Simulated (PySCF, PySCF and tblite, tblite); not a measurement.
# C₅H₉BO₂: a path driven as rotation about a bond, and NMR exchange, part 2 of 2

PySCF and tblite. Atoms count from 0. Earlier steps stand in the parts before.

### Step 7. Shieldings, saddle of leg 1: PBE0/pcSseg-1

Job settings and geometry (Å):

```
{"job": {"kind": "nmr", "xc": "PBE0", "basis": "pcSseg-1", "pop": false}, "charge": 0, "multiplicity": 1}
C     -2.652209     1.944131    -0.283060
C     -1.787109     1.169815     0.007575
C     -0.732046     0.227326     0.334110
C     -1.185006    -1.199776     0.018792
C      0.549687     0.579035    -0.442323
B      1.821601    -0.297715    -0.018207
O      2.006455    -0.741900     1.277340
O      2.687783    -0.646132    -0.986424
H     -3.412239     2.623806    -0.530037
H     -0.523307     0.300105     1.408371
H     -0.398543    -1.897559     0.295995
H     -1.387949    -1.304445    -1.044916
H     -2.090060    -1.445760     0.570543
H      0.359755     0.481863    -1.511629
H      0.780253     1.633991    -0.266269
H      2.531608    -0.238010     1.887262
H      3.431327    -1.188774    -0.717123
```

Log:

```text
coarse grid: 14272 points
cycle   1  E = -370.5741913879  dE =  1.063e+00  |g| = 9.322e-01  |ddm| = 3.718e+00
cycle   2  E = -370.4751516430  dE =  9.904e-02  |g| = 1.212e+00  |ddm| = 1.878e+00
cycle   3  E = -370.7382767924  dE = -2.631e-01  |g| = 1.028e-01  |ddm| = 1.164e+00
cycle   4  E = -370.7403437522  dE = -2.067e-03  |g| = 3.130e-02  |ddm| = 1.053e-01
cycle   5  E = -370.7405485008  dE = -2.047e-04  |g| = 1.034e-02  |ddm| = 2.930e-02
cycle   6  E = -370.7405673891  dE = -1.889e-05  |g| = 3.302e-03  |ddm| = 9.976e-03
cycle   7  E = -370.7405692221  dE = -1.833e-06  |g| = 9.674e-04  |ddm| = 2.730e-03
final grid: 138016 points
cycle   8  E = -370.8077772103  dE = -5.404e-05  |g| = 9.254e-03  |ddm| = 5.059e-02
cycle   9  E = -370.8077674558  dE =  9.754e-06  |g| = 1.173e-02  |ddm| = 1.720e-02
cycle  10  E = -370.8077963323  dE = -2.888e-05  |g| = 1.130e-03  |ddm| = 9.362e-03
cycle  11  E = -370.8077965686  dE = -2.362e-07  |g| = 3.561e-04  |ddm| = 1.025e-03
cycle  12  E = -370.8077965862  dE = -1.757e-08  |g| = 2.157e-04  |ddm| = 3.637e-04
cycle  13  E = -370.8077965972  dE = -1.102e-08  |g| = 4.496e-05  |ddm| = 1.808e-04
cycle  14  E = -370.8077965976  dE = -4.300e-10  |g| = 1.341e-05  |ddm| = 4.357e-05
converged SCF energy = -370.8077965976

GIAO shielding tensors (ppm)
atom      isotropic    diamagn.    paramagn.     s11        s22        s33       span
  0 C      113.046     258.047    -145.001     44.000     49.273    245.864    201.864
  1 C       90.683     260.791    -170.109    -19.010     -8.855    299.914    318.925
  2 C      162.336     244.112     -81.776    153.786    161.540    171.682     17.896
  3 C      161.727     247.284     -85.557    146.345    153.345    185.491     39.145
  4 C      157.137     252.916     -95.779    139.964    150.708    180.740     40.776
  5 B       67.100     192.232    -125.132     43.299     68.795     89.207     45.909
  6 O      264.254     388.865    -124.611    190.671    281.084    321.007    130.336
  7 O      177.865     383.683    -205.819     56.063    228.917    248.615    192.551
  8 H       30.252      34.421      -4.169     25.113     25.159     40.485     15.372
  9 H       29.032      29.916      -0.884     24.703     28.664     33.728      9.026
 10 H       30.692      30.388       0.303     25.658     30.533     35.883     10.225
 11 H       30.709      30.044       0.664     27.898     28.644     35.584      7.686
 12 H       30.284      28.899       1.385     26.093     27.689     37.070     10.977
 13 H       30.476      32.123      -1.648     26.914     30.455     34.058      7.144
 14 H       30.469      31.099      -0.630     26.202     29.561     35.644      9.442
 15 H       30.100      31.021      -0.921     22.860     23.532     43.908     21.048
 16 H       26.988      28.609      -1.621     22.011     22.244     36.709     14.697
```

Wall time 67 s (1 thread of Intel Xeon at 2.50GHz, shared host); peak memory 0.85 GiB.

Key values: HOMO -7.46 eV, LUMO 0.69 eV; dipole 2.79 D.

### Step 8. Shieldings, end: PBE0/pcSseg-1

Job settings and geometry (Å):

```
{"job": {"kind": "nmr", "xc": "PBE0", "basis": "pcSseg-1", "pop": false}, "charge": 0, "multiplicity": 1}
C     -2.623216     1.927988    -0.286693
C     -1.745927     1.172304     0.015156
C     -0.674904     0.252691     0.359789
C     -1.121737    -1.187620     0.095077
C      0.590567     0.598215    -0.446693
B      1.875861    -0.289827    -0.083687
O      2.203009    -0.676184     1.181169
O      2.699159    -0.659455    -1.084002
H     -3.392931     2.591487    -0.546898
H     -0.468440     0.370781     1.433410
H     -0.326104    -1.880649     0.360153
H     -1.353909    -1.317203    -0.959435
H     -2.009762    -1.427730     0.676682
H      0.365955     0.505149    -1.509538
H      0.830598     1.651788    -0.276892
H      1.610241    -0.402302     1.878851
H      3.462140    -1.165217    -0.800183
```

Log:

```text
coarse grid: 14272 points
cycle   1  E = -370.5940993980  dE =  1.063e+00  |g| = 9.141e-01  |ddm| = 3.733e+00
cycle   2  E = -370.4983070573  dE =  9.579e-02  |g| = 1.193e+00  |ddm| = 1.872e+00
cycle   3  E = -370.7526675762  dE = -2.544e-01  |g| = 1.062e-01  |ddm| = 1.193e+00
cycle   4  E = -370.7548759309  dE = -2.208e-03  |g| = 3.505e-02  |ddm| = 1.172e-01
cycle   5  E = -370.7550822576  dE = -2.063e-04  |g| = 2.013e-02  |ddm| = 3.928e-02
cycle   6  E = -370.7551738605  dE = -9.160e-05  |g| = 5.527e-03  |ddm| = 1.695e-02
cycle   7  E = -370.7551809699  dE = -7.109e-06  |g| = 1.122e-03  |ddm| = 4.340e-03
final grid: 138016 points
cycle   8  E = -370.8226201213  dE = -5.455e-05  |g| = 9.672e-03  |ddm| = 5.605e-02
cycle   9  E = -370.8226071628  dE =  1.296e-05  |g| = 1.267e-02  |ddm| = 1.994e-02
cycle  10  E = -370.8226406320  dE = -3.347e-05  |g| = 1.489e-03  |ddm| = 1.138e-02
cycle  11  E = -370.8226410603  dE = -4.282e-07  |g| = 5.479e-04  |ddm| = 1.378e-03
cycle  12  E = -370.8226411244  dE = -6.413e-08  |g| = 1.987e-04  |ddm| = 5.188e-04
cycle  13  E = -370.8226411335  dE = -9.062e-09  |g| = 3.616e-05  |ddm| = 1.716e-04
cycle  14  E = -370.8226411337  dE = -2.756e-10  |g| = 9.088e-06  |ddm| = 4.081e-05
converged SCF energy = -370.8226411337

GIAO shielding tensors (ppm)
atom      isotropic    diamagn.    paramagn.     s11        s22        s33       span
  0 C      111.986     258.236    -146.250     42.534     48.436    244.987    202.453
  1 C       91.951     260.781    -168.830    -17.140     -7.000    299.994    317.134
  2 C      161.666     245.935     -84.269    154.795    160.956    169.248     14.453
  3 C      162.032     247.901     -85.869    146.548    153.980    185.567     39.019
  4 C      159.458     253.777     -94.319    143.222    152.684    182.467     39.245
  5 B       71.443     193.422    -121.978     53.481     67.692     93.157     39.676
  6 O      215.951     388.627    -172.676     92.833    263.284    291.735    198.902
  7 O      212.052     383.345    -171.293    108.789    254.858    272.510    163.721
  8 H       30.176      34.487      -4.312     25.059     25.106     40.362     15.302
  9 H       29.581      31.339      -1.758     25.288     29.219     34.236      8.948
 10 H       30.763      31.119      -0.357     25.718     30.567     36.002     10.284
 11 H       30.602      30.397       0.206     27.815     28.456     35.536      7.721
 12 H       30.286      29.365       0.921     26.087     27.753     37.017     10.930
 13 H       30.503      32.522      -2.019     26.736     30.443     34.329      7.593
 14 H       30.358      31.364      -1.005     26.034     29.338     35.704      9.670
 15 H       27.569      33.266      -5.698     20.799     26.842     35.065     14.267
 16 H       27.543      28.526      -0.983     21.746     22.912     37.970     16.224
```

It took 66 s on 1 thread of Intel Xeon at 2.50GHz, shared host; peak memory 0.85 GiB.

Key values: HOMO -7.68 eV, LUMO 0.52 eV; dipole 1.47 D.

### Step 9. The path in numbers

Job settings and geometry (Å):

```
{"job": {"smiles": "C#CC(C)CB(O)O", "charge": 0, "mult": 1, "motion": "rotation", "what": "boronate", "atoms": [5, 6], "drives": [{"terms": [["t", [4, 5, 6, 15], 0.5], ["t", [7, 5, 6, 15], 0.5]], "by": 180, "n": 12}], "study": "path", "level": {"kind": "nmr", "xc": "PBE0", "basis": "pcSseg-1"}, "fields": [250, 300, 360], "first": 3, "seed": 544, "kind": "path"}, "charge": 0, "multiplicity": 1}
C     -2.686852     1.935389    -0.359147
C     -1.814008     1.184022    -0.033588
C     -0.753382     0.263473     0.335163
C     -1.207180    -1.177078     0.088121
C      0.524060     0.587314    -0.458811
B      1.816885    -0.216811     0.023983
O      1.938765    -0.543366     1.334583
O      2.758199    -0.514221    -0.904674
H     -3.451996     2.598199    -0.634524
H     -0.538990     0.390273     1.402332
H     -0.424580    -1.865802     0.396699
H     -1.412244    -1.331494    -0.969258
H     -2.112278    -1.394908     0.651491
H      0.342813     0.411396    -1.519952
H      0.729651     1.656169    -0.357164
H      2.736318    -1.001596     1.602302
H      3.547822    -0.968928    -0.607465
```

Log:

```text
stationary points (kcal/mol above the start)
  n  kind          group   xTB      DFT    lowest mode
  0  minimum      C1       0.00     0.00      25.5
  1  saddle       C1       8.17     6.91    -612.5
  2  minimum      C1      -1.21    -2.52      17.1

GFN2-xTB energies: T/K, barrier G, reaction G (kcal/mol), k forward, k back (1/s)
 150.00     7.12    -1.07        130       3.53
 200.00     7.13    -1.09   6.72e+04   4.32e+03
 250.00     7.14    -1.11   2.96e+06    3.2e+05
 298.15     7.16    -1.12   3.49e+07   5.28e+06
 350.00     7.19    -1.13   2.36e+08   4.64e+07
 400.00     7.22    -1.15   9.43e+08   2.23e+08
 500.00     7.31    -1.17   6.65e+09   2.05e+09

PBE0/pcSseg-1 + D3(BJ) energies: T/K, barrier G, reaction G (kcal/mol), k forward, k back (1/s)
 150.00     5.86    -2.38   9.04e+03       3.11
 200.00     5.87    -2.39   1.62e+06   3.93e+03
 250.00     5.88    -2.41   3.78e+07   2.96e+05
 298.15     5.90    -2.42   2.95e+08   4.95e+06
 350.00     5.92    -2.44   1.46e+09   4.39e+07
 400.00     5.96    -2.45   4.63e+09   2.13e+08
 500.00     6.05    -2.47   2.37e+10   1.97e+09
```

Wall time 3.9 min (1 thread of Intel Xeon at 2.50GHz, shared host); peak memory 0.85 GiB. This counts the whole study up to here.

Barriers by level (kcal/mol; entropies in cal/(mol K)). Zero-point and thermal terms come from xTB in every row. ΔG‡ leaves symmetry out; the rate counts one path; effective ΔG‡, where given, is the barrier that would give that rate by Eyring's equation alone:

```csv
level,ΔE‡,with zero-point,ΔH‡,ΔS‡,ΔG‡ (298 K),ΔE of reaction,k at 298 K (1/s),effective ΔG‡
GFN2-xTB,8.17,7.13,7.04,-0.4,7.16,-1.21,3.5e+07,7.16
PBE0/pcSseg-1 + D3(BJ),6.91,5.86,5.78,-0.4,5.90,-2.52,3e+08,5.90
```

Sites that the driver pairs across this motion, and where their lines would merge (no couplings; faster rotations or exchange between molecules can average them sooner):

```csv
nucleus,sites: shielding (ppm),proton frequency (MHz),spread (Hz),coalescence (K),lines at 298 K
¹H,H15: 28.42; H15 (end): 27.57,360,305,not given,–
¹H,H16: 28.31; H16 (end): 27.54,360,275,not given,–
¹H,H9: 28.99; H9 (end): 29.58,360,213,not given,–
¹³C,C2: 163.4; C2 (end): 161.7,360,154,not given,–
¹³C,C1: 90.4; C1 (end): 92.0,360,136,not given,–
¹³C,C0: 113.3; C0 (end): 112.0,360,121,not given,–
¹⁷O,O7: 210.4; O7 (end): 212.1,360,81,not given,–
¹H,H13: 30.65; H13 (end): 30.50,360,54,not given,–
```

A dash: the driver gave no coalescence for this row (it judged the minor form too scarce).

Rows that set an atom against itself at the end compare its shielding in the two forms.

Lines of quadrupolar nuclei are broad, so their coalescence could hardly be seen.

### Step 10. Summary of results

The summary covers parts 1 to 2.

| quantity | value |
| --- | --- |
| barrier (PBE0/pcSseg-1 + D3(BJ)) | ΔE‡ 6.9, ΔG‡(298 K) 5.9 kcal/mol |
| barrier (GFN2-xTB) | ΔE‡ 8.2 kcal/mol |
| rate at 298 K | 3e+08 s⁻¹ |
| end of the path | -2.5 kcal/mol from the start |

What this shows: DFT puts the top 6.9 kcal/mol above the start (xTB: 8.2); the rate from the DFT barrier is 3e+08 s⁻¹ at 298 K. An error of 1.4 kcal/mol changes that rate tenfold.
